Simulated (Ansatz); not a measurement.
# Cl₂GeH₃In: how energies converge with the basis set

Aim: see how fast density functionals converge with the basis set for Cl₂GeH₃In.

Computed with Ansatz 0.2.0, Gaussian basis. Level: one geometry, several basis sets.

Levels to be run: PBE0-D4/def2-SVP; ωB97M-V/def2-SVP; PBE0-D4/def2-QZVPP; ωB97M-V/def2-QZVPP; the functionals' def2-TZVPP values are taken from earlier runs.

**1. The relaxed structure**

The geometry comes from an earlier relaxation with PBE0-D4 in a triple-zeta def2 set; it is a stationary point, not always the lowest conformer. In takes the def2 core potential; no spin-orbit term is included.

SMILES `[Cl][In]([Cl])[GeH3]`, 7 atoms, charge 0, spin multiplicity 1.

Atoms are counted from 1 here; the program's logs count them from 0.

Bond lengths: Cl1–In2 2.327 Å, In2–Cl3 2.327 Å, In2–Ge4 2.585 Å, Ge4–H5 1.533 Å, Ge4–H6 1.533 Å, Ge4–H7 1.534 Å. Angles: Cl1–In2–Cl3 110.8°, Cl1–In2–Ge4 124.5°, Cl3–In2–Ge4 124.7°, In2–Ge4–H5 109.2°, In2–Ge4–H6 108.9°, In2–Ge4–H7 108.1°, H5–Ge4–H6 110.5°, H5–Ge4–H7 110.2°, H6–Ge4–H7 109.9°.

**2. PBE0-D4 in def2-SVP**

in.yaml

```yaml
crystal:
  periodic: [false, false, false]
  atoms:
    - {symbol: Cl, position_ang: [-1.091182, -2.639156, 1.556286]}
    - {symbol: In, position_ang: [0.336841, -1.193361, 0.423085]}
    - {symbol: Cl, position_ang: [2.427717, -2.168398, 0.120221]}
    - {symbol: Ge, position_ang: [-0.319334, 1.166050, -0.403129]}
    - {symbol: H, position_ang: [0.950578, 1.944079, -0.764555]}
    - {symbol: H, position_ang: [-1.092648, 1.884723, 0.708660]}
    - {symbol: H, position_ang: [-1.211992, 1.006065, -1.640567]}
basis:
  gaussian: {orbitals: def2-SVP}
hamiltonian: {xc: pbe0, dispersion: d4}
output: {orbitals: {seedname: orbitals}}
```

After this run come: ωB97M-V in def2-SVP; PBE0-D4 in def2-QZVPP; ωB97M-V in def2-QZVPP.

Before running them: what should the planned runs give, taken together? Wanted: PBE0-D4: double and triple zeta above quadruple; ωB97M-V: double and triple zeta above quadruple.

As calculated:

| quantity | value |
| --- | --- |
| PBE0-D4: double and triple zeta above quadruple | 18.00, 2.00 eV |
| ωB97M-V: double and triple zeta above quadruple | 17.84, 1.94 eV |

For PBE0-D4 the step from double to triple zeta gains 15.99 eV and the next only 2.00 eV. Total energies overstate the basis error of differences, where much of it tends to cancel.
